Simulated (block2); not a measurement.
# DMRG/STO-6G run of InF (SMILES [F][In])

Aim: the energy change on altering one bond length of InF at DMRG/STO-6G, from 2 runs. 

The results are computed with block2 0.5.4.

4 further runs of the same task are left out: 1 that didn't finish, 3 set aside as unsound or not needed.

## 1. The structure to begin with

InF: 2 atoms, total charge 0, spin state singlet. SMILES: `[F][In]`. Geometry: a GFN2-xTB relaxation, a rough one for these elements and not checked as a minimum.

Bond lengths: F1–In2 2.025 Å.

## 2. A single-point energy at DMRG/STO-6G

Contents of prepare.py:

```python
from pyscf import ao2mo, cc, dft, gto, mcscf, mp, scf
from pyscf.tools import fcidump

geom = """
F      0.000000     0.000000     0.000000
In     0.000000     0.000000     2.025490
"""
mol = gto.M(
    atom=geom,
    basis="sto-6g",
    verbose=3,
    max_memory=2000,
)
print("nao = %d" % (mol.nao))
mf = scf.RHF(mol)
mf.conv_tol = 1e-10
mf.max_cycle = 200
mf.kernel()
if not mf.converged:
    mf = mf.newton().run(mf.mo_coeff, mf.mo_occ)
print("reference energy = %.10f" % (mf.e_tot))
# single-reference ladder for comparison
ref = mf
pt = mp.MP2(ref, frozen=19).run()
mycc = cc.CCSD(ref, frozen=19)
mycc.max_cycle = 150
mycc.kernel()
print(f"E(MP2) = {pt.e_tot:.10f}")
if mycc.converged:
    print("E(CCSD) = %.10f" % (mycc.e_tot))
    print("CCSD(T) total energy = %.10f" % (mycc.e_tot + mycc.ccsd_t()))
    print("T1 = %.4f" % (mycc.get_t1_diagnostic()))
# a few density functionals on the same geometry and basis
ks = dft.RKS(mol, xc="tpssh").set(conv_tol=1e-9, verbose=3).run()
if ks.converged:
    print("E(TPSSh) = %.8f" % (ks.e_tot))
ks = dft.RKS(mol, xc="bhandhlyp").set(conv_tol=1e-9, verbose=3).run()
if ks.converged:
    print(f"E(BHLYP) = {ks.e_tot:.8f}")
ks = dft.RKS(mol, xc="pbe0").set(conv_tol=1e-9, verbose=3).run()
if ks.converged:
    print(f"E(PBE0) = {ks.e_tot:.8f}")
ks = dft.RKS(mol, xc="wb97x").set(conv_tol=1e-9, verbose=3).run()
if ks.converged:
    print(f"E(wB97X) = {ks.e_tot:.8f}")
# FCIDUMP for the DMRG program
cas = mcscf.CASCI(mf, 13, 20)
h1, ecore = cas.get_h1eff()
fcidump.from_integrals("FCIDUMP", h1, cas.get_h2eff(), 13, 20, nuc=ecore, ms=0)
# exact diagonalisation in the same space
ci = mcscf.CASCI(mf, 13, (10, 10))
ci.fix_spin_(ss=0)
ci.fcisolver.conv_tol = 1e-10
ci.fcisolver.max_cycle = 200
ci.kernel()
print(f"E(FCI) = {ci.e_tot:.10f}")
```

Contents of dmrg.conf:

```
sym c1
orbitals FCIDUMP
nelec 20
spin 0
irrep 1
occ 2 2 2 2 2 2 2 2 2 2 0 0 0
cbias 0.1
schedule
0 25 1E-09 1E-03
2 50 1E-09 1E-04
4 75 1E-09 1E-04
6 100 1E-09 1E-05
9 100 1E-10 0.0
end
maxiter 15
sweep_tol 1E-06
fiedler
mem 1g
num_thrds 1
prefix ./tmp
outputlevel 2
onepdm
```

Launch:

```
$ python prepare.py && block2main dmrg.conf
```

The log of the run:

```text
$ python prepare.py
nao = 32
converged SCF energy = -5811.56266863631
reference energy = -5811.5626686363
E(RMP2) = -5811.61179276611  E_corr = -0.0491241298022916
E(SCS-RMP2) = -5811.61409940948  E_corr = -0.0514307731719084
E(CCSD) = -5811.625749736319  E_corr = -0.06308110001132244
E(MP2) = -5811.6117927661
E(CCSD) = -5811.6257497363
CCSD(T) correction = -0.00891251138659889
CCSD(T) total energy = -5811.6346622477
T1 = 0.0232
converged SCF energy = -5813.92486531266
E(TPSSh) = -5813.92486531
converged SCF energy = -5814.14070241679
E(BHLYP) = -5814.14070242
converged SCF energy = -5813.66074070228
E(PBE0) = -5813.66074070
converged SCF energy = -5814.16455814914
E(wB97X) = -5814.16455815
CASCI E = -5811.63606084631  E(CI) = -104.840735068729  S^2 = 0.0000000
E(FCI) = -5811.6360608463

$ block2main dmrg.conf

[... 96 lines left out ...]
 <-- Site =    2-   3 .. Mmps =   25 Ndav =   2 E =  -5811.6354467085 Error = 1.53e-06 FLOPS = 8.65e+08 Tdav = 0.00 T = 0.00
[... 54 lines left out ...]
 --> Site =    1-   2 .. Mmps =    9 Ndav =   1 E =  -5811.6360440254 Error = 0.00e+00 FLOPS = 1.48e+09 Tdav = 0.00 T = 0.00
[... 45 lines left out ...]
 --> Site =    5-   6 .. Mmps =  100 Ndav =   4 E =  -5811.6360587424 Error = 2.45e-09 FLOPS = 1.22e+10 Tdav = 0.02 T = 0.04
[... 45 lines left out ...]
 --> Site =    9-  10 .. Mmps =  100 Ndav =   1 E =  -5811.6360606734 Error = 1.42e-09 FLOPS = 3.32e+09 Tdav = 0.00 T = 0.01
[... 73 lines left out ...]
 --> Site =    6-   7 .. Nterms =           13 Error =  0.000000000000/ 0.000000000000 FLOPS = 8.71e+09 Tmult = 0.00 T = 0.00
 --> Site =    7-   8 .. Nterms =           11 Error =  0.000000000000/ 0.000000000000 FLOPS = 6.86e+09 Tmult = 0.00 T = 0.00
 --> Site =    8-   9 .. Nterms =            9 Error =  0.000000000000/ 0.000000000000 FLOPS = 4.47e+09 Tmult = 0.00 T = 0.00
 --> Site =    9-  10 .. Nterms =            7 Error =  0.000000000000/ 0.000000000000 FLOPS = 3.36e+09 Tmult = 0.00 T = 0.00
 --> Site =   10-  11 .. Nterms =            5 Error =  0.000000000000/ 0.000000000000 FLOPS = 9.50e+08 Tmult = 0.00 T = 0.00
 --> Site =   11-  12 .. Nterms =            4 Error =  0.000000000000/ 0.000000000000 FLOPS = 7.77e+07 Tmult = 0.00 T = 0.00
[... 7 lines left out ...]
NPDM Sorting | Nsites =    13 | Nmaxops =  2 | DotSite = 2 | SymbolFree = T | Compressed = T | LowMem = F | Mem = 1.32 KB
 Site =     0 ..  T = 0.000
 Site =     1 ..  T = 0.000
 Site =     2 ..  T = 0.000
 Site =     3 ..  T = 0.000
 Site =     4 ..  T = 0.000
 Site =     5 ..  T = 0.000
 Site =     6 ..  T = 0.000
 Site =     7 ..  T = 0.000
 Site =     8 ..  T = 0.000
 Site =     9 ..  T = 0.000
 Site =    10 ..  T = 0.000
 Site =    11 ..  T = 0.000
Ttotal =      0.000

DMRG OCC =   1.998 2.000 2.000 1.998 2.000 2.000 1.957 1.964 1.964 1.886 0.084 0.084 0.067
```

Wall time 20 s (1 thread of Intel Xeon 6975P-C (Granite Rapids), shared host); peak memory 0.2 GiB.

## 3. The distorted shape: the energy at DMRG/STO-6G

Contents of prepare.py:

```python
from pyscf import ao2mo, cc, dft, gto, mcscf, mp, scf
from pyscf.tools import fcidump

geom = """
F      0.000000     0.000000    -0.607610
In     0.000000     0.000000     2.025490
"""
mol = gto.M(
    atom=geom,
    basis="sto-6g",
    spin=0,
    verbose=3,
)
print("basis functions = %d" % (mol.nao))
mf = scf.RHF(mol)
mf.conv_tol = 1e-10
mf.max_cycle = 200
mf.kernel()
if not mf.converged:
    mf = mf.newton().run(mf.mo_coeff, mf.mo_occ)
print(f"E(HF) = {mf.e_tot:.10f}")
# single-reference ladder for comparison
ref = mf
pt = mp.MP2(ref, frozen=19).run()
mycc = cc.CCSD(ref, frozen=19)
mycc.max_cycle = 150
mycc.kernel()
print(f"E(MP2) = {pt.e_tot:.10f}")
if mycc.converged:
    print("E(CCSD) = %.10f" % (mycc.e_tot))
    print(f"CCSD(T) total energy = {mycc.e_tot + mycc.ccsd_t():.10f}")
    print(f"T1 = {mycc.get_t1_diagnostic():.4f}")
# a few density functionals on the same geometry and basis
ks = dft.RKS(mol, xc="tpssh").set(conv_tol=1e-9, verbose=3).run()
if ks.converged:
    print(f"E(TPSSh) = {ks.e_tot:.8f}")
ks = dft.RKS(mol, xc="bhandhlyp").set(conv_tol=1e-9, verbose=3).run()
if ks.converged:
    print("E(BHLYP) = %.8f" % (ks.e_tot))
ks = dft.RKS(mol, xc="pbe0").set(conv_tol=1e-9, verbose=3).run()
if ks.converged:
    print("E(PBE0) = %.8f" % (ks.e_tot))
ks = dft.RKS(mol, xc="wb97x").set(conv_tol=1e-9, verbose=3).run()
if ks.converged:
    print("E(wB97X) = %.8f" % (ks.e_tot))
# rotate to MP2 natural orbitals
occ_no, mo = mcscf.addons.make_natural_orbitals(mp.MP2(mf, frozen=19).run())
mf.mo_coeff = mo
# write the integrals of the correlated orbitals
cas = mcscf.CASCI(mf, 13, 20)
h1, ecore = cas.get_h1eff()
fcidump.from_integrals("FCIDUMP", h1, cas.get_h2eff(), 13, 20, nuc=ecore, ms=0)
# FCI check
ci = mcscf.CASCI(mf, 13, (10, 10))
ci.fix_spin_(ss=0)
ci.fcisolver.conv_tol = 1e-10
ci.fcisolver.max_cycle = 200
ci.kernel()
print("E(FCI) = %.10f" % (ci.e_tot))
```

Contents of dmrg.conf:

```
sym c1
orbitals FCIDUMP
nelec 20
spin 0
irrep 1
occ 2 2 2 2 2 2 2 2 2 2 0 0 0
cbias 0.1
schedule
0 25 1E-09 1E-03
4 50 1E-09 1E-04
7 75 1E-09 1E-04
10 100 1E-09 1E-05
12 100 1E-10 0.0
end
maxiter 18
sweep_tol 1E-06
fiedler
mem 2g
num_thrds 1
prefix ./tmp
outputlevel 2
onepdm
```

Launch:

```
$ python prepare.py && block2main dmrg.conf
```

The log of the run:

```text
$ python prepare.py
[... 9 lines left out ...]
CCSD(T) total energy = -5811.5420863905
[... 129 lines left out ...]
 --> Site =    5-   6 .. Mmps =   25 Ndav =   5 E =  -5811.5462917537 Error = 4.47e-05 FLOPS = 2.31e+09 Tdav = 0.01 T = 0.01
[... 61 lines left out ...]
 <-- Site =    7-   8 .. Mmps =   50 Ndav =   2 E =  -5811.5464511716 Error = 3.44e-09 FLOPS = 5.35e+09 Tdav = 0.00 T = 0.01
[... 61 lines left out ...]
 --> Site =    3-   4 .. Mmps =   75 Ndav =   5 E =  -5811.5466868916 Error = 1.19e-09 FLOPS = 6.47e+09 Tdav = 0.01 T = 0.01
[... 61 lines left out ...]
 <-- Site =    9-  10 .. Mmps =   31 Ndav =   1 E =  -5811.5466875104 Error = 0.00e+00 FLOPS = 3.40e+09 Tdav = 0.00 T = 0.01
[... 80 lines left out ...]
 <-- Site =    5-   6 .. Nterms =           15 Error =  0.000000000000/ 0.000000000000 FLOPS = 5.89e+09 Tmult = 0.00 T = 0.00
 <-- Site =    4-   5 .. Nterms =           17 Error =  0.000000000000/ 0.000000000000 FLOPS = 6.12e+09 Tmult = 0.00 T = 0.00
 <-- Site =    3-   4 .. Nterms =           19 Error =  0.000000000000/ 0.000000000000 FLOPS = 2.61e+09 Tmult = 0.00 T = 0.00
 <-- Site =    2-   3 .. Nterms =           21 Error =  0.000000000000/ 0.000000000000 FLOPS = 2.10e+09 Tmult = 0.00 T = 0.00
 <-- Site =    1-   2 .. Nterms =           23 Error =  0.000000000000/ 0.000000000000 FLOPS = 9.69e+08 Tmult = 0.00 T = 0.00
 <-- Site =    0-   1 .. Nterms =           25 Error =  0.000000000000/ 0.000000000000 FLOPS = 2.53e+08 Tmult = 0.00 T = 0.00
[... 7 lines left out ...]
NPDM Sorting | Nsites =    13 | Nmaxops =  2 | DotSite = 2 | SymbolFree = T | Compressed = T | LowMem = F | Mem = 1.32 KB
 Site =     0 ..  T = 0.000
 Site =     1 ..  T = 0.000
 Site =     2 ..  T = 0.000
 Site =     3 ..  T = 0.000
 Site =     4 ..  T = 0.000
 Site =     5 ..  T = 0.000
 Site =     6 ..  T = 0.000
 Site =     7 ..  T = 0.000
 Site =     8 ..  T = 0.000
 Site =     9 ..  T = 0.000
 Site =    10 ..  T = 0.000
 Site =    11 ..  T = 0.000
Ttotal =      0.000

DMRG OCC =   2.000 2.000 2.000 2.000 2.000 2.000 1.952 1.952 1.889 1.764 0.243 0.101 0.101
```

Run time: 22 s. Hardware: 1 thread of Intel Xeon 6975P-C (Granite Rapids), shared host; peak memory 0.2 GiB.

## 4. Results

Level: DMRG/STO-6G, 19 core orbitals frozen.

| quantity | value |
| --- | --- |
| run 1, DMRG/STO-6G: total energy | -5811.63606 Eh |
| run 1, DMRG/STO-6G: T1 diagnostic of the CCSD step | 0.023 |
| distorted shape: total energy | -5811.54669 Eh |
| distorted shape: T1 diagnostic of the CCSD step | 0.030 |
| energy change with the F1–In2 bond stretched from 2.025 to 2.633 Å | 2.432 eV |

With the F1–In2 bond stretched from 2.025 to 2.633 Å the energy rises by 2.43 eV (56 kcal/mol). The first shape isn't relaxed at this level, so the change isn't measured from a minimum. The minimal basis adds a large error of its own. The T1 diagnostic (run 1, DMRG/STO-6G) of 0.023 is above the customary mark for such species, so a single reference may not serve. Relativity is left out (run 1, DMRG/STO-6G) although the molecule holds a heavy atom. The T1 diagnostic (distorted shape) of 0.030 is above the customary mark for such species, so a single reference may not serve. Relativity is left out (distorted shape) although the molecule holds a heavy atom.
